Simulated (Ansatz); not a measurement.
# WAu (F-43m) in Ansatz: notebook, part 2 of 2

Ansatz 0.2.0. The steps go on from the part before.

**5. Relaxation of the atoms, PBE (strained by +2 %)**

The input, input.yaml:

```yaml
crystal:
  lattice:
    - [0.0, 2.8029388452, 2.74797926]
    - [2.8029388452, 0.0, 2.74797926]
    - [2.8029388452, 2.8029388452, 0.0]
  atoms:
    - { symbol: W, position: [0.0, 0.0, 0.0] }
    - { symbol: Au, position: [0.75, 0.75, 0.75] }
hamiltonian:
  xc: pbe
  pseudopotentials: { kind: paw }
kpoints:
  mp_grid: { grid: [8, 8, 8] }
scf:
  occupations: { method: fermi_dirac, width: 0.05 }
output:
  forces: true
  stress: true
  eigenvalues: true
  write_density: true
  write_potential: true
  elf: true
  volumetric_format: npy
relax:
  f_tol: 0.01
  max_steps: 40
```

Potentials or basis: Ansatz PAW.

Launch:

```
$ ansatz run input.yaml --threads 2 --pin off --max-ram 5632MiB --backend cpu --events-out ev --progress --plain --runs-dir out
```

Output:

```text
Warning: output.stress: scf.convergence.dr2_threshold = 1e-7 eV (the SCF's general default) is looser than the 2e-10 eV advised for a printed stress (1e-10 eV for each atom of the cell: 2). What an SCF threshold leaves in a stress goes as its square root, and in the free energy as the threshold itself, and one threshold admits the most on a small cell: of the crystals measured, under no hybrid functional and no lock of the moments, on runs that ended without the residual-converged pass, on stresses that held no estimate of that error, the worst erred by over 100 MPa in a component at 1e-7 eV an atom and by under 5 at 1e-10. Every solve of this run answers to scf.convergence.dr2_threshold, and the tensor of one is reported: a single SCF on the reported geometry and on this run's grids (its basis.xc_grid and basis.ecutrho_ratio typed), with scf.convergence.dr2_threshold at 2e-10 eV or tighter, prints it and tightens no other solve. Else set scf.convergence.dr2_threshold to 2e-10 eV or tighter. The threshold is an SCF's pass mark: one that does not reach it within its budget of iterations ends unconverged, or closes short of it on a stop that the run arms, and scf.convergence.dr2_threshold's page says what that costs each kind of run
Warning: RAYON_NUM_THREADS=2 ignored (pool sized by the plan → 2); use --threads N
Engine: ansatz 0.2.0, aarch64-unknown-linux-gnu
Pseudopotentials: kind: paw
Pseudopotential: W, paw, valence charge 14, recommended cutoff 420 eV (normal), W.paw.azcp
Pseudopotential: Au, paw, valence charge 19, recommended cutoff 420 eV (normal), Au.paw.azcp
Functional definition: PBE
  parameter kappa = 0.804
  parameter beta = 0.06672455060314922
  exchange = pbe_x(kappa = kappa, mu = beta*pi^2/3)
  correlation = pbe_c(beta = beta)
Crystal: 2 atoms, lattice volume = 43.179 Å³
Basis set: ecut = 420 eV, 869 PW (Γ), exchange–correlation on 54×54×54 points (8 copies of the dense FFT grid, shifted against one another)
[... 41 lines left out ...]
  E_ewald      = -3853.400326
  E_smearing   = -0.017117  (= −TS)
  E_closure    = 0.000000  (closes the sum)
  Σ components = -23529.931419   (vs F -23529.931419, Δ=0.00e0)
--- Forces (eV/Å), atoms counted from 1 ---
  atom   1  W     -0.00000000     0.00000000     0.00000000
  atom   2  Au     0.00000000    -0.00000000    -0.00000000
  max |Σ_I F_I| component: 9.71e-17 eV/Å
--- Stress (GPa, compression-positive) ---
       23.080503       0.000000       0.000000
       -0.000000      23.080503       0.000000
       -0.000000       0.000000      22.353052
  P = ⅓ Tr σ = 22.8380 GPa (228.380 kbar)
--- Band table (eV; the first three rows and the last of 59) ---
  k-point 0: bands = ["-91.8486", "-58.4190", "-43.2527", "-43.2527", "-43.2425", "-22.7387", "-22.7387", "-22.7245", "7.3418", "9.1142", "9.2148", "9.4200", "9.4490", "9.4490", "14.7406", "14.7406", "14.8520", "17.5688", "17.5878", "24.6307", "27.1885"]
  k-point 1: bands = ["-91.8486", "-58.4192", "-43.2529", "-43.2523", "-43.2424", "-22.7410", "-22.7380", "-22.7249", "7.6098", "9.0413", "9.0989", "9.4025", "9.5589", "9.5696", "14.4721", "14.8020", "14.8856", "17.5136", "17.5223", "24.7576", "25.3410"]
  k-point 2: bands = ["-91.8486", "-58.4199", "-43.2535", "-43.2515", "-43.2422", "-22.7476", "-22.7365", "-22.7244", "8.2750", "9.0147", "9.0369", "9.3921", "9.6541", "9.6639", "13.8801", "14.9842", "15.0724", "17.3906", "17.4091", "22.0075", "24.8236"]
  k-point 58: bands = ["-91.8487", "-58.4214", "-43.2564", "-43.2564", "-43.2341", "-22.7602", "-22.7300", "-22.7300", "8.6393", "8.9210", "9.3701", "9.3701", "10.0644", "11.4495", "12.5577", "15.9755", "17.0859", "17.3866", "17.3866", "19.0980", "19.1251"]
--- Relaxed structure (1 steps of the walk, 1 accepted, 0 SCFs on fresh bases) ---
  F+E_penalty+E_count = -23529.93141909 eV   max|allowed force component| = 1.180e-16 eV/Å
  atoms:
    - { symbol: W, position: [0.0, 0.0, 0.0] }
    - { symbol: Au, position: [0.7500000000000001, 0.7500000000000001, 0.7500000000000001] }
```

rho_z.tsv:

```text
# z_ang	rho[e/angstrom^3]
# format = ansatz-planar-average/11
# lattice	0.000000000	2.802938845	2.747979260
# lattice	2.802938845	0.000000000	2.747979260
# lattice	2.802938845	2.802938845	0.000000000
# sites	2
# site	74	0.000000000	0.000000000	0.000000000
# site	79	4.204408268	4.204408268	4.121968890
0.000000	1.010046e0
0.146813	9.175958e-1
0.293626	8.228179e-1
0.440439	7.004450e-1
0.587252	5.553949e-1
0.734066	4.121985e-1
[... 19 lines left out ...]
3.670328	1.259241e0
3.817141	1.126457e0
```

Run time: 2.7 s. Hardware: 2 threads of Arm Neoverse V2, shared host; peak memory 0.38 GiB.

Results:

* Free energy: -23529.9314 eV
* Pressure after relaxing: 22.8 GPa
* Band gap on the k mesh: none (metal or under the smearing width)

Stress tensor (GPa, compression positive):
```
23.08  0.00  0.00
 0.00 23.08  0.00
 0.00  0.00 22.35
```

Final structure:
```
W Au
1.0
     0.00000    2.80294    2.74798
     2.80294    0.00000    2.74798
     2.80294    2.80294    0.00000
W Au
1 1
Direct
  0.00000 0.00000 0.00000
  0.75000 0.75000 0.75000
```

Levels at points of the mesh, in eV from the Fermi level:
| k point | band 14 | band 15 | band 16 | band 17 | band 18 | band 19 | band 20 | band 21 |
| --- | --- | --- | --- | --- | --- | --- | --- | --- |
| (0.00, 0.00, 0.00) | -6.16 | -0.87 | -0.87 | -0.76 | 1.96 | 1.98 | 9.02 | 11.58 |
| (0.00, 0.00, -0.50) | -5.43 | -2.13 | -0.27 | -0.19 | 1.67 | 1.74 | 2.47 | 8.63 |
| (0.00, -0.50, -0.50) | -4.18 | -3.12 | 0.40 | 1.39 | 1.84 | 1.94 | 3.41 | 3.68 |
| (-0.50, -0.50, 0.00) | -4.16 | -3.05 | 0.37 | 1.48 | 1.78 | 1.78 | 3.49 | 3.52 |

Caveat: the relaxation stopped at its first step, so nothing moved; the thresholds are loose for stress. Spin-orbit coupling is left out, which matters for the levels of Au, W.

**6. Summary**

| task | level | cell | gap on the mesh (eV) | pressure (GPa) | relaxed volume (Å³/atom) |
| --- | --- | --- | --- | --- | --- |
| relaxation of cell and atoms | revPBE+D4 | relaxed | none | 0.0 | 23.89 |
| relaxation of cell and atoms | BLYP+D3(BJ) | relaxed | none | 0.0 | 24.06 |
| relaxation of the atoms | PBE | atoms relaxed from: strained by -4 % | none | 58.3 | - |
| relaxation of the atoms | PBE | atoms relaxed from: strained by +2 % | none | 22.8 | - |

Alike in all rows: potentials or basis Ansatz PAW; no spin polarisation; k mesh 8 × 8 × 8; cutoff (eV) 420; smearing fermi-dirac 0.05 eV.

Caveats: the volume moved by over 15 % at a fixed basis, so the end points are rough (some runs); the plane-wave basis is chosen anew once the cell has moved, so the energies of steps on either side of that aren't comparable (some runs); pairwise dispersion overbinds metals, which lowers pressure and volume (some runs); the PAW data sets come from PBE, with cores solved anew for the run's functional, which leaves a small shift of forces and pressure (some runs); the relaxation stopped at its first step, so nothing moved (some runs); the thresholds are loose for stress (some runs).

Total energies depend on the potentials used, so only differences within one code and one set of settings carry meaning.
